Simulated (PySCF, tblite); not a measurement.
**C6H12FP: geometry, infrared bands and NMR shifts**

What infrared bands and NMR shifts should C6H12FP (`CC(C)(C)C/P=C\F`) show?

The runs use tblite 0.8.0 and PySCF 2.14.0, with density-fitted response routines of our own; the level of theory stands in each step. All values are computed, except where a source is named. Atoms are numbered from 0 throughout.

## (1) The molecule as given

20 atoms, charge 0, multiplicity 1; geometry from: force field or distance geometry start.

Bonds of the start (Å): C0–C1 1.54, C1–C2 1.53, C1–C3 1.54, C1–C4 1.56, C4–P5 1.87, P5–C6 1.71, C6–F7 1.33, C0–H8 1.10, C0–H9 1.09, C0–H10 1.11, C2–H11 1.09, C2–H12 1.09, C2–H13 1.10, C3–H14 1.09, C3–H15 1.11, C3–H16 1.09, C4–H17 1.10, C4–H18 1.10, C6–H19 1.11.

## (2) Geometry optimisation with GFN2-xTB

Job settings and geometry (Å):

```
{"job": {"kind": "relax", "xc": "GFN2-xTB", "basis": "xTB"}, "charge": 0, "multiplicity": 1}
C     -1.409800    -0.825700     0.724600
C     -0.659500     0.061500    -0.291400
C     -1.117300    -0.334600    -1.697400
C     -1.018200     1.543600    -0.061300
C      0.875100    -0.184100    -0.211200
P      1.729100     0.209500     1.410900
C      3.328900    -0.203400     0.967800
F      3.653300    -0.657500    -0.241100
H     -1.200600    -0.543800     1.762700
H     -1.162500    -1.881400     0.607300
H     -2.504700    -0.732200     0.583100
H     -0.631000     0.273600    -2.462400
H     -0.914500    -1.382000    -1.906300
H     -2.202600    -0.185900    -1.818100
H     -0.469900     2.197300    -0.737500
H     -0.800300     1.860600     0.982000
H     -2.086100     1.711500    -0.216500
H      1.083300    -1.239700    -0.453100
H      1.364600     0.419600    -0.991700
H      4.137600    -0.096400     1.721200
```

Launch:

```sh
$ OMP_NUM_THREADS=1 python probes_run.py task.json out
```

The driver reads the jobs from task.json and runs them one after another.

**Question.** This job is followed by: GFN2-xTB harmonic vibrations, gas phase; GIAO PBE0/pcSseg-1 NMR shielding, non-relativistic, gas phase. What will the session give for the following? strongest single infrared mode (GFN2-xTB); zero-point energy (GFN2-xTB); ¹³C shifts against TMS (PBE0/pcSseg-1, means over atoms taken as alike); ¹H shifts against TMS (PBE0/pcSseg-1, means over atoms taken as alike); ³¹P shifts against H3PO4 (PBE0/pcSseg-1); ¹⁹F shifts against CFCl3 (PBE0/pcSseg-1).

**Answer**, as computed:

| quantity | value |
| --- | --- |
| strongest single infrared mode (GFN2-xTB) | 1317 cm⁻¹, 98 km/mol |
| zero-point energy (GFN2-xTB) | 104.3 kcal/mol |
| ¹³C shifts against TMS (PBE0/pcSseg-1, means over atoms taken as alike) | 209.8, 41.3, 31.9, 30.9 ppm |
| ¹H shifts against TMS (PBE0/pcSseg-1, means over atoms taken as alike) | 8.39, 2.33, 1.15 ppm |
| ³¹P shifts against H3PO4 (PBE0/pcSseg-1) | 175.2 ppm |
| ¹⁹F shifts against CFCl3 (PBE0/pcSseg-1) | -31.3 ppm |

In words: The optimisation took 40 steps and gained 0.162 eV; among the close pairs (by a distance rule), P5–C6 changed most, from 1.711 to 1.671 Å. All 54 modes are real, so the xTB geometry is a minimum. The strongest single mode, at 1317 cm⁻¹, moves mainly C6 and H19. Unscaled tight-binding wavenumbers are off by several per cent, some by more. Its intensities can rank the bands wrongly. At PBE0/pcSseg-1: The largest span, 538 ppm, is at P5, where the paramagnetic term is -825 ppm.
